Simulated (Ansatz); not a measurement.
What does this script print? It uses the Ansatz DFT code, driven from Python.

`bde.py`:
```python
"""Cost of removing each kind of hydrogen from C2H7BFN, fragments frozen."""

import ansatz as az


def total_energy(molecule, charge=0, unpaired=0):
    calc = molecule.calculation().basis(gaussian="def2-TZVP").functional("r2scan")
    if charge:
        calc = calc.charge(charge)
    if unpaired:
        calc = calc.spin("collinear", total=unpaired)
    report = calc.run().report
    if report["published_state_doubts"]:
        print("  doubts:", report["published_state_doubts"])
    return report["free_energy_ev"]

def without(molecule, index):
    rest = az.Crystal.molecule()
    for i, site in enumerate(molecule.cartesian_sites):
        if i != index:
            rest = rest.atom(site.symbol, site.position_ang)
    return rest

mol = (
    az.Crystal.molecule()
    .atom("C", (-1.231, 0.596, 0.7748))
    .atom("C", (0.2091, 0.6534, 0.4479))
    .atom("F", (0.8936, 0.9265, 1.5885))
    .atom("B", (0.76, -0.737, -0.1442))
    .atom("N", (1.2905, -0.8378, -1.5534))
    .atom("H", (-1.5837, 1.6456, 1.1651))
    .atom("H", (-1.842, 0.4444, -0.1544))
    .atom("H", (-1.4733, -0.1195, 1.5161))
    .atom("H", (0.4254, 1.4714, -0.2529))
    .atom("H", (0.5791, -1.7235, 0.5404))
    .atom("H", (1.489, -1.836, -1.7023))
    .atom("H", (0.5605, -0.5386, -2.1915))
)

whole = total_energy(mol, 0)
hydrogen = total_energy(az.Crystal.molecule().atom("H", (0, 0, 0)), 0, 1)
print(f"E(molecule) = {whole:.5f} eV, E(H) = {hydrogen:.5f} eV")
for index in [7, 8, 9]:
    radical = total_energy(without(mol, index), 0, 1)
    print(f"H{index}: homolysis {23.060548 * (radical + hydrogen - whole):.1f} kcal/mol")
```

```console
$ python bde.py
E(molecule) = -7070.50438 eV, E(H) = -13.60370 eV
H7: homolysis 112.4 kcal/mol
H8: homolysis 100.2 kcal/mol
H9: homolysis 102.6 kcal/mol
```

What to keep in mind:
- Total energies depend on the basis set; only differences at equal settings carry meaning.
- The geometry is a force-field or estimated start, not a minimum of this method, and the basis set is short of its limit. All parts are taken at fixed geometry, without zero-point energy.
- Timing: 60 s on 1 thread of Arm Neoverse V2, with other jobs on the host, peak memory 0.36 GiB.
